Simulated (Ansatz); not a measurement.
**C2H8ClNO2Zr: basis-set convergence**

The task here is to estimate one member of a computed series from the others.

The runs use Ansatz 0.2.0, Gaussian basis; one geometry, several basis sets.

Levels to be run: PBE0-D4/def2-SVP; ωB97M-V/def2-SVP; PBE0-D4/def2-QZVPP; ωB97M-V/def2-QZVPP; the functionals' def2-TZVPP values are taken from earlier runs.

## The geometry

The geometry comes from an earlier relaxation with PBE0-D4 in a triple-zeta def2 set; it is a stationary point, not always the lowest conformer. Zr takes the def2 core potential; no spin-orbit term is included.

SMILES `C[O][Zr]([NH2])([Cl])[O]C`, 15 atoms, charge 0, spin multiplicity 1.

Atoms are counted from 1 here; the program's logs count them from 0.

Bond lengths: C1–O2 1.390 Å, C1–H8 1.095 Å, C1–H9 1.095 Å, C1–H10 1.095 Å, O2–Zr3 1.907 Å, Zr3–N4 2.031 Å, Zr3–Cl5 2.394 Å, Zr3–O6 1.907 Å, N4–H11 1.011 Å, N4–H12 1.011 Å, O6–C7 1.390 Å, C7–H13 1.095 Å, C7–H14 1.095 Å, C7–H15 1.095 Å. Angles: O2–C1–H8 110.3°, O2–C1–H9 110.8°, O2–C1–H10 110.3°, H8–C1–H9 108.5°, H8–C1–H10 108.5°, H9–C1–H10 108.4°, C1–O2–Zr3 172.4°, O2–Zr3–N4 107.2°, O2–Zr3–Cl5 108.4°, O2–Zr3–O6 114.8°, N4–Zr3–Cl5 110.8°, N4–Zr3–O6 107.3°, Cl5–Zr3–O6 108.4°, Zr3–N4–H11 125.6°, Zr3–N4–H12 125.6°, H11–N4–H12 108.8°, Zr3–O6–C7 172.9°, O6–C7–H13 110.3° and more.

Coordinates:

```
C    -0.91485   -2.67811   -0.59059
O    -0.38199   -1.40231   -0.73465
Zr    0.15848    0.42618   -0.78385
N     2.15168    0.45339   -1.17088
Cl   -1.06019    1.52908   -2.52442
O    -0.11508    1.38405    0.84261
C    -0.45939    1.98928    2.04568
H    -1.67764   -2.86010   -1.35426
H    -1.37490   -2.79834    0.39568
H    -0.12867   -3.43217   -0.69935
H     2.79847    1.17268   -0.87808
H     2.66255   -0.25611   -1.67788
H    -1.00528    2.91979    1.86021
H     0.44025    2.22407    2.62383
H    -1.09343    1.32859    2.64600
```

Set-up of the first run:

File in.yaml:

```yaml
crystal:
  periodic: [false, false, false]
  atoms:
    - {symbol: C, position_ang: [-0.914855, -2.678111, -0.590588]}
    - {symbol: O, position_ang: [-0.381988, -1.402307, -0.734654]}
    - {symbol: Zr, position_ang: [0.158477, 0.426181, -0.783848]}
    - {symbol: N, position_ang: [2.151682, 0.453392, -1.170881]}
    - {symbol: Cl, position_ang: [-1.060189, 1.529076, -2.524424]}
    - {symbol: O, position_ang: [-0.115081, 1.384054, 0.842611]}
    - {symbol: C, position_ang: [-0.459395, 1.989279, 2.045677]}
    - {symbol: H, position_ang: [-1.677636, -2.860097, -1.354259]}
    - {symbol: H, position_ang: [-1.374901, -2.798343, 0.395676]}
    - {symbol: H, position_ang: [-0.128674, -3.432169, -0.699353]}
    - {symbol: H, position_ang: [2.798474, 1.172681, -0.878084]}
    - {symbol: H, position_ang: [2.662545, -0.256115, -1.677884]}
    - {symbol: H, position_ang: [-1.005284, 2.919794, 1.860210]}
    - {symbol: H, position_ang: [0.440248, 2.224073, 2.623825]}
    - {symbol: H, position_ang: [-1.093432, 1.328591, 2.645996]}
basis:
  gaussian: {orbitals: def2-SVP}
hamiltonian: {xc: pbe0, dispersion: d4}
output: {orbitals: {seedname: orbitals}}
```

On the command line:

```bash
$ ansatz run in.yaml --threads 2 --pin off --events-out ev --progress --plain --max-ram 32768MiB --backend cpu
```

Among the steps run: PBE0-D4 in def2-SVP; ωB97M-V in def2-SVP; PBE0-D4 in def2-QZVPP; ωB97M-V in def2-QZVPP.

One of the session's tables, all rows but one given; the rest of the session is left out.

It belongs to the step «Density functionals: the series». 

```
functional       basis  HOMO (eV)  LUMO (eV)
   PBE0-D4    def2-SVP          ?          ?
   PBE0-D4  def2-TZVPP      -7.29      -0.20
   PBE0-D4  def2-QZVPP      -7.32      -0.29
   ωB97M-V    def2-SVP      -9.44       1.05
   ωB97M-V  def2-TZVPP      -9.62       0.77
   ωB97M-V  def2-QZVPP      -9.66       0.55
```

**Question.** Estimate the row for PBE0-D4, def2-SVP.

As computed: HOMO (eV): -7.12; LUMO (eV): -0.02. In the column «HOMO (eV)» it is the highest.
